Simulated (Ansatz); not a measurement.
Crystal: BPd4.

```xyz
5
Lattice="2.8920 0.0000 0.0000 0.0000 4.3650 0.0000 0.0000 0.0000 5.8563" Properties=species:S:1:pos:R:3 pbc="T T T"
Pd    1.4460    0.0000    1.1571
Pd    0.0000    0.0000    3.6278
Pd    0.0000    2.1825    1.9277
Pd    1.4460    2.1825    5.0807
B     1.4460    0.0000    5.0553
```

The cell comes from a database or a generator and needn't be the stable form of this composition.

* Program: Ansatz 0.2.0
* Task: relaxation of cell and atoms
* Functional: PBE
* Potentials or basis: Ansatz PAW
* Cutoff: 420 eV (not typed: the program's choice for these potentials)
* k mesh: 9 × 6 × 5
* Occupations: fermi-dirac, width 0.05 eV
* Spin: no spin polarisation

At the start: volume 14.79 Å³/atom.

Problem. Where does the relaxation end?

Solution. It ends after 8 steps and the volume is 14.67 Å³/atom (-0.8 %); space group Pmm2 (No. 25, to 0.05 Å).

Step by step:
```csv
step,energy change (eV),largest force (eV/Å),volume (Å³)
1,0.0000,0.2708,73.93
2,-0.0073,0.1538,73.16
3,-0.0101,0.0333,73.25
4,-0.0103,0.0330,73.33
5,-0.0104,0.0184,73.37
6,-0.0104,0.0143,73.36
7,-0.0104,0.0005,73.36
8,-0.0101,0.0006,73.36
```

Final structure:
```xyz
5
Lattice="2.8585 0.0000 0.0000 0.0000 4.3636 0.0000 0.0000 0.0000 5.8812" Properties=species:S:1:pos:R:3 pbc="T T T"
Pd    1.4293    0.0000    1.1220
Pd    0.0000    0.0000    3.6225
Pd    0.0000    2.1818    1.9627
Pd    1.4293    2.1818    5.1572
B     1.4293    0.0000    5.0558
```

Caveat: the plane-wave basis is chosen anew once the cell has moved, so the energies of steps on either side of that aren't comparable.
